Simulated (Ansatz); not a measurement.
# BF3: the cost of one run

Program: Ansatz 0.2.0. Level of theory: Hartree-Fock, Gaussian basis aug-cc-pVTZ, and further levels as typed in the inputs. These are calculated values, not measurements.

## Step 1: The structure to begin with

Bond lengths: B1–F2 1.310 Å, B1–F3 1.310 Å, B1–F4 1.310 Å. Angles: F2–B1–F3 120.0°, F2–B1–F4 120.0°, F3–B1–F4 120.0°.

As a file:

```xyz
4

B     0.0000    0.0000    0.0000
F     0.0000    1.3100    0.0000
F    -1.1345   -0.6550    0.0000
F     1.1345   -0.6550    0.0000
```

## Step 2: Relaxing the atoms: BF3

Input file input.yaml:

```yaml
relax:
  f_tol: 0.001
  max_steps: 200
crystal:
  periodic: [false, false, false]
  atoms:
    - { symbol: B, position_ang: [0.0, 0.0, 0.0] }
    - { symbol: F, position_ang: [0.0, 1.31, 0.0] }
    - { symbol: F, position_ang: [-1.134493, -0.655, 0.0] }
    - { symbol: F, position_ang: [1.134493, -0.655, 0.0] }
basis:
  gaussian: { orbitals: aug-cc-pVTZ }
hamiltonian:
  xc: hf
```

Command:

```
ansatz run input.yaml --threads 4 --pin off --max-ram 8192MiB --backend cpu --events-out ev --progress --plain --runs-dir out
```

What time and memory should one allow on 4 threads of Intel Xeon Platinum 8488C (Sapphire Rapids), shared host?

About 3.6 s, with a peak of 0.35 GiB.
